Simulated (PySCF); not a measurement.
# MP2/ma-def2-SVP run of C3H5BF− (SMILES CC#C[BH2-]F)

What is the vertical ionisation energy of C3H5BF− at MP2/ma-def2-SVP? 

Program for the calculation: PySCF 2.14.0.

**1. The system as given**

The species is C3H5BF− (10 atoms), meant as a singlet with charge -1. As SMILES, `CC#C[BH2-]F`. The shape is that of a GFN2-xTB optimisation.

Bond lengths: C1–C2 1.463 Å, C2–C3 1.205 Å, C3–B4 1.582 Å, B4–F5 1.453 Å, C1–H6 1.095 Å, C1–H7 1.095 Å, C1–H8 1.095 Å, B4–H9 1.226 Å, B4–H10 1.225 Å. Some angles: C1–C2–C3 179.4°, C2–C3–B4 179.7°, C3–B4–F5 109.6°, C2–C1–H6 110.8°, C2–C1–H7 110.6°, C2–C1–H8 110.8°, C3–B4–H9 110.0°, C3–B4–H10 110.0°, F5–B4–H9 107.9°, F5–B4–H10 108.0°.

**2. A single-point energy at MP2/ma-def2-SVP**

File input.xyz:

```xyz
10

C     -1.396140    -1.593690     0.208870
C     -0.446210    -0.491170     0.062380
C      0.327970     0.424490    -0.053440
B      1.349310     1.622660    -0.209680
F      2.707700     1.107040    -0.218480
H     -1.945070    -1.512170     1.153270
H     -0.874560    -2.556400     0.199620
H     -2.123900    -1.592290    -0.609960
H      1.242860     2.390490     0.740240
H      1.158040     2.201040    -1.272820
```

File input.py:

```python
# CC#C[BH2-]F
from pyscf import gto, scf, mp

mol = gto.Mole()
mol.atom = 'input.xyz'
mol.max_memory = 1860
mol.basis = 'ma-def2-svp'
mol.charge = -1
mol.verbose = 3
mol.build()

hf = scf.RHF(mol)
hf.conv_tol = 1e-10
hf.kernel()
if not hf.converged:
    hf = hf.newton().run(hf.mo_coeff, hf.mo_occ)

pt = mp.MP2(hf, frozen=5).run()
energy = pt.e_tot
print(f'total energy: {energy:.8f} hartree')
```

Launch:

```console
$ OMP_NUM_THREADS=1 python input.py
```

What it wrote:

```text
converged SCF energy = -240.460897602803
E(RMP2) = -241.115831980612  E_corr = -0.654934377809742
E(SCS-RMP2) = -241.10193846024  E_corr = -0.641040857437278
total energy: -241.11583198 hartree
```

Run time: 2.3 s. Hardware: 1 thread of Arm Neoverse V2, shared host; peak memory 0.26 GiB.

**3. Doublet neutral C3H5BF**

File job.py:

```python
from pyscf import gto, scf, mp

mol = gto.M(
    atom='''
C   -1.396140  -1.593690   0.208870
C   -0.446210  -0.491170   0.062380
C    0.327970   0.424490  -0.053440
B    1.349310   1.622660  -0.209680
F    2.707700   1.107040  -0.218480
H   -1.945070  -1.512170   1.153270
H   -0.874560  -2.556400   0.199620
H   -2.123900  -1.592290  -0.609960
H    1.242860   2.390490   0.740240
H    1.158040   2.201040  -1.272820
''',
    spin=1,
    basis='ma-def2-svp',
    max_memory=1860,
    verbose=4,
)

calc0 = scf.UHF(mol)
calc0.conv_tol = 1e-10
calc0.kernel()
if not calc0.converged:
    calc0 = calc0.newton().run(calc0.mo_coeff, calc0.mo_occ)

pt = mp.MP2(calc0, frozen=5).run()
e_tot = pt.e_tot
print(f'total energy: {e_tot:.8f} hartree')
```

Launch:

```console
$ OMP_NUM_THREADS=1 python job.py
```

What it wrote:

```text
PySCF version 2.14.0

[INPUT] num. atoms = 10
[INPUT] num. electrons = 37
[INPUT] charge = 0
[INPUT] spin (= nelec alpha-beta = 2S) = 1
[INPUT] symmetry False subgroup None
[INPUT] Mole.unit = angstrom
[INPUT] Symbol           X                Y                Z      unit          X                Y                Z       unit  Magmom
[INPUT]  1 C     -1.396140000000  -1.593690000000   0.208870000000 AA   -2.638322231550  -3.011637627458   0.394707095638 Bohr   0.0
[INPUT]  2 C     -0.446210000000  -0.491170000000   0.062380000000 AA   -0.843214694042  -0.928176780603   0.117881115650 Bohr   0.0
[INPUT]  3 C      0.327970000000   0.424490000000  -0.053440000000 AA    0.619773477074   0.802169842617  -0.100986964097 Bohr   0.0
[INPUT]  4 B      1.349310000000   1.622660000000  -0.209680000000 AA    2.549826357137   3.066382993287  -0.396237773799 Bohr   0.0
[INPUT]  5 F      2.707700000000   1.107040000000  -0.218480000000 AA    5.116811427485   2.092002408939  -0.412867363695 Bohr   0.0
[INPUT]  6 H     -1.945070000000  -1.512170000000   1.153270000000 AA   -3.675649593108  -2.857587153784   2.179364447677 Bohr   0.0
[INPUT]  7 H     -0.874560000000  -2.556400000000   0.199620000000 AA   -1.652678879500  -4.830895864838   0.377227128986 Bohr   0.0
[INPUT]  8 H     -2.123900000000  -1.592290000000  -0.609960000000 AA   -4.013589315964  -3.008992010884  -1.152657346940 Bohr   0.0
[INPUT]  9 H      1.242860000000   2.390490000000   0.740240000000 AA    2.348665011177   4.517371403512   1.398850866448 Bohr   0.0
[INPUT] 10 H      1.158040000000   2.201040000000  -1.272820000000 AA    2.188378441291   4.159362789213  -2.405281205869 Bohr   0.0

nuclear repulsion = 134.077366138051
number of shells = 50
number of NR pGTOs = 160
number of NR cGTOs = 100
basis = ma-def2-svp
ecp = {}

******** <class 'pyscf.scf.uhf.UHF'> ********
method = UHF
initial guess = minao
damping factor = 0
level_shift factor = 0
DIIS = <class 'pyscf.scf.diis.CDIIS'>
diis_start_cycle = 1
diis_space = 8
diis_damp = 0
SCF conv_tol = 1e-10
SCF conv_tol_grad = None
SCF max_cycles = 50
direct_scf = True
direct_scf_tol = 1e-13
number electrons alpha = 19  beta = 18
Set gradient conv threshold to 1e-05
init E= -240.893431296969
[... the frontier-level lines of each cycle are left out ...]

cycle= 1 E= -240.209421907023  delta_E= 0.684  |g|= 0.432  |ddm|= 4.08
cycle= 2 E= -240.299852774044  delta_E= -0.0904  |g|= 0.262  |ddm|= 0.979
cycle= 3 E= -240.328293260069  delta_E= -0.0284  |g|= 0.0561  |ddm|= 0.508
cycle= 4 E= -240.332155082616  delta_E= -0.00386  |g|= 0.0196  |ddm|= 0.249
cycle= 5 E= -240.332983863842  delta_E= -0.000829  |g|= 0.0115  |ddm|= 0.0774
cycle= 6 E= -240.333595971845  delta_E= -0.000612  |g|= 0.00794  |ddm|= 0.0759
cycle= 7 E= -240.333905821974  delta_E= -0.00031  |g|= 0.00586  |ddm|= 0.0667
cycle= 8 E= -240.334148265314  delta_E= -0.000242  |g|= 0.00384  |ddm|= 0.06
cycle= 9 E= -240.334258924671  delta_E= -0.000111  |g|= 0.00171  |ddm|= 0.0564
cycle= 10 E= -240.334273445805  delta_E= -1.45e-05  |g|= 0.000962  |ddm|= 0.014
cycle= 11 E= -240.334277560944  delta_E= -4.12e-06  |g|= 0.000487  |ddm|= 0.011
cycle= 12 E= -240.334278333021  delta_E= -7.72e-07  |g|= 0.000329  |ddm|= 0.00204
cycle= 13 E= -240.334278794812  delta_E= -4.62e-07  |g|= 0.000255  |ddm|= 0.00222
cycle= 14 E= -240.334279141145  delta_E= -3.46e-07  |g|= 0.000179  |ddm|= 0.00198
cycle= 15 E= -240.334279401634  delta_E= -2.6e-07  |g|= 0.000114  |ddm|= 0.00183
cycle= 16 E= -240.334279494494  delta_E= -9.29e-08  |g|= 6.94e-05  |ddm|= 0.00121
cycle= 17 E= -240.334279524961  delta_E= -3.05e-08  |g|= 3.41e-05  |ddm|= 0.000735
cycle= 18 E= -240.334279529742  delta_E= -4.78e-09  |g|= 1.67e-05  |ddm|= 0.000248
cycle= 19 E= -240.334279530764  delta_E= -1.02e-09  |g|= 8.86e-06  |ddm|= 0.00013
cycle= 20 E= -240.334279531027  delta_E= -2.63e-10  |g|= 4.47e-06  |ddm|= 6.83e-05
cycle= 21 E= -240.334279531097  delta_E= -7.03e-11  |g|= 2.77e-06  |ddm|= 2.89e-05
Extra cycle  E= -240.334279531116  delta_E= -1.85e-11  |g|= 2.24e-06  |ddm|= 7.98e-06
converged SCF energy = -240.334279531116  <S^2> = 0.76460635  2S+1 = 2.0145534

******** <class 'pyscf.mp.ump2.UMP2'> ********
nocc = (np.int64(14), np.int64(13)), nmo = (95, 95)
frozen orbitals 5
E(UMP2) = -240.949755655359  E_corr = -0.615476124242888
E(SCS-UMP2) = -240.937973266712  E_corr = -0.603693735595689
E_corr(same-spin) = -0.15562801557205
E_corr(oppo-spin) = -0.459848108670838
total energy: -240.94975566 hartree
```

It took 4.8 s on 1 thread of Arm Neoverse V2, shared host; peak memory 0.28 GiB.

**4. What came out**

At MP2/ma-def2-SVP, 5 core orbitals frozen:

```
                                                                          quantity          value
                                                     singlet C3H5BF−: total energy  -241.11583 Eh
                              singlet C3H5BF−: HOMO energy (Hartree–Fock orbitals)       -4.66 eV
                              singlet C3H5BF−: LUMO energy (Hartree–Fock orbitals)        4.19 eV
            singlet C3H5BF−: HOMO–LUMO gap (to an unbound level, set by the basis)        8.85 eV
                      singlet C3H5BF−: correlation energy (5 core orbitals frozen)     -654.9 mEh
                                              doublet neutral C3H5BF: total energy  -240.94976 Eh
                      doublet neutral C3H5BF: dipole moment (Hartree–Fock density)         8.64 D
doublet neutral C3H5BF: HOMO energy (Hartree–Fock orbitals) (highest over α and β)      -11.05 eV
 doublet neutral C3H5BF: LUMO energy (Hartree–Fock orbitals) (lowest over α and β)       -2.18 eV
               doublet neutral C3H5BF: correlation energy (5 core orbitals frozen)     -615.5 mEh
                         doublet neutral C3H5BF: ⟨S²⟩ of the reference determinant          0.765
                               vertical detachment energy (to the doublet neutral)       4.519 eV
```

Removing an electron at fixed nuclei costs 4.52 eV (436 kJ/mol).
